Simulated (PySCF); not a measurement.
# [Gd(OH)2]+: other functionals and bases at one geometry

The task here is to estimate one member of a computed series from the others.

Computed with PySCF 2.14.0. Level: several levels, as the steps say, no spin–orbit coupling.

1 further run of the same task is left out (for a known fault of the program).

## The starting structure

5 atoms, charge 1, spin multiplicity 1.

Bond lengths: Gd1–O2 1.975 Å, Gd1–O4 1.975 Å, O2–H3 0.963 Å, O4–H5 0.963 Å. Angles: O2–Gd1–O4 111.8°, Gd1–O2–H3 166.7°, Gd1–O4–H5 166.7°.

Coordinates:

```xyz
5
GdH2O2
Gd    0.0000    0.0000   -0.5931
O     1.6353   -0.0340    0.5144
H     2.2869   -0.0480    1.2235
O    -1.6353    0.0340    0.5144
H    -2.2869    0.0480    1.2235
```

Formal oxidation states: Gd +3. Each metal's 7 4f electrons lie in its core potential, so multiplicities, spins and levels count the valence alone. An earlier session relaxed this geometry at PBE0, Gd lcecp-1-SVP with ECP53, O def2-SVP, H def2-SVP (singlet, point group C2v).

At PBE0 on the finer grid: E = -187.159029 Eh, HOMO -13.55 eV, LUMO -6.92 eV, Mulliken charge on Gd1 +1.41 e, largest force component 0.022 eV/Å. 

Levels to run: BP86; PBE; PBE0, TZVP. Hardware: 2 threads of Arm Neoverse V1, shared host.

Set-up of the first run:

Input file run.py (the lines that set the calculation):

```python
mol = gto.M(atom='''
Gd     0.00000     0.00000    -0.59310
O      1.63526    -0.03395     0.51440
H      2.28691    -0.04802     1.22351
O     -1.63526     0.03395     0.51440
H     -2.28691     0.04802     1.22351''',
    basis={'Gd': 'lcecp-1-SVP', 'O': 'def2-SVP', 'H': 'def2-SVP'},
    ecp={'Gd': 'lcecp-1-SVP'},
    charge=1, spin=0)
mf = dft.RKS(mol, xc='B88,P86')
mf.grids.atom_grid = (75, 302)  # f atoms: unpruned, at least (60, 302)
mf = mf.density_fit()  # fitting sets: Gd AutoAux, O def2-universal-JKFIT, H def2-universal-JKFIT
mf.conv_tol = 1e-08; mf.max_cycle = 55
mf.kernel(dm0)  # dm0: the density of the relaxed state
```

Run with:

```console
$ OMP_NUM_THREADS=2 python run.py
```

Among the steps run: BP86; PBE; PBE0, TZVP.

One table of the session follows, with a row left open; its other results are not shown here.

| level | HOMO (eV) | gap (eV) | charge on Gd1 (e) | dipole (D) | largest force component (eV/Å) |
| --- | --- | --- | --- | --- | --- |
| PBE0 (relaxed here) | -13.55 | 6.64 | 1.41 | 2.55 | 0.02 |
| BP86 | ? | ? | ? | ? | ? |
| PBE | -11.97 | 4.30 | 1.25 | 2.11 | 0.42 |
| PBE0, TZVP | -13.62 | 6.72 | 1.76 | 2.77 | 0.18 |

**Question.** Estimate the row for BP86.

The run gave: HOMO (eV): -12.06; gap (eV): 4.55; charge on Gd1 (e): 1.26; dipole (D): 2.13; largest force component (eV/Å): 0.46. In the column «HOMO (eV)» it lies between PBE0 (relaxed here) (-13.55) and PBE (-11.97).

The dipole of a charged species depends on the origin, so these sizes hold for this origin alone.

In one basis the HOMO–LUMO gap runs from 4.30 eV (PBE) to 6.64 eV (PBE0). The largest leftover force, 0.46 eV/Å with BP86, stands at a geometry relaxed at another level. With 4f in the core, its levels are missing from HOMO and gap, and its count is fixed, so no charge can pass from the ligands into it. Total energies of different levels can't be compared.
